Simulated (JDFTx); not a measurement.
MnS:

```
Mn S
1.0
     0.00000    2.60450    2.60450
     2.60450    0.00000    2.60450
     2.60450    2.60450    0.00000
Mn S
1 1
Direct
  0.00000 0.00000 0.00000
  0.50000 0.50000 0.50000
```

```yaml
Program: JDFTx 1.7.0 (patched build)
Task: relaxation of cell and atoms
Functional: PBEsol
Potentials_or_basis: PseudoDojo-SR-PBE-0.5-standard with smoothed tails
Cutoff: 1306 eV
Density_cutoff: 10449 eV
k_mesh: 4 × 4 × 4
Occupations: fermi-dirac, width 0.05 eV
Spin: collinear spin, ferromagnetic start
Starting_moments: "[4.0, 0.0] μB"
```

At the start: pressure -7.9 GPa; volume 17.67 Å³/atom.

Problem. Where does the relaxation end?

Solution. Over 5 steps the energy falls by 73.3 meV/atom and the volume is 15.56 Å³/atom (-11.9 %); space group Fm-3m (No. 225, to 0.05 Å); moment 4.37 μB per cell.

Step by step:
```
step  energy change (eV)  largest force (eV/Å)  pressure (GPa)  volume (Å³)
   1              0.0000                0.0000           -7.93        35.33
   2             -0.1195                0.0000           -5.05        32.76
   3             -0.1467                0.0000           -0.07        31.14
   4             -0.1467                0.0000            0.00        31.12
   5             -0.1467                0.0000            0.00        31.12
```

Final structure:
```xyz
2
Lattice="0.0000 2.4965 2.4965 2.4965 0.0000 2.4965 2.4965 2.4965 0.0000" Properties=species:S:1:pos:R:3 pbc="T T T"
Mn    0.0000    0.0000    0.0000
S     2.4965    2.4965    2.4965
```

Caveat: the k mesh is coarse (spacing up to 0.52 Å⁻¹), so the values aren't converged; the plane waves are those of the starting cell, so after so large a change of volume the result is rough; the potentials were made for another functional, which shifts forces and pressure; a cell with one magnetic atom can't hold antiferromagnetic order, which such compounds often take.
